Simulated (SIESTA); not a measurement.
# NbRu3C under changes of volume

One of the cells (13.436 Å³/atom); the others are scaled copies at fixed shape and fractional positions:

```
Ru Nb C
1.0
     4.06514    0.00000    0.00000
     0.00000    4.06514    0.00000
     0.00000    0.00000    4.06514
Ru Nb C
3 1 1
Direct
  0.50000 0.50000 0.00000
  0.50000 0.00000 0.50000
  0.00000 0.50000 0.50000
  0.00000 0.00000 0.00000
  0.50000 0.50000 0.50000
```

The cell comes from a database or a generator and needn't be the stable form of this composition.

| Item | Value |
| --- | --- |
| Program | SIESTA 5.4.2 |
| Functional | LDA |
| Potentials or basis | PseudoDojo 0.4 standard (LDA files) |
| Basis | DZP (energy shift 0.003 Ry; two zetas on semicore shells) |
| Grid cutoff | 800 Ry |
| Energy shift | 0.003 Ry |
| k mesh | 5 × 5 × 5 |
| Occupations | fermi-dirac, width 0.05 eV |
| Spin | no spin polarisation |

```csv
volume (Å³/atom),energy over the lowest point (meV/atom),pressure (GPa)
12.629,5.05,6.6
12.898,0.00,-0.4
13.167,6.08,-6.6
13.436,21.95,-12.2
13.704,?,?
13.973,79.50,-21.6
14.242,119.29,-25.6
```

Problem. What does the run at 13.704 Å³/atom give?

Solution. Energy over the lowest point 46.83 meV/atom; pressure -17.2 GPa.

Worked out: A Birch-Murnaghan fit of order 3 (a polynomial in V^(-2/3)) to the other rows has its minimum at 12.88 Å³/atom with B0 = V·E''(V) = 318 GPa and B' = 4.4. It gives 46.73 meV/atom at 13.704 Å³/atom, against the run's 46.83, and -dE/dV = -17.2 GPa, against -17.2.

Energies are extrapolated to zero smearing.

Caveats: the basis of atomic orbitals isn't converged, which shifts pressures, moduli and gaps.
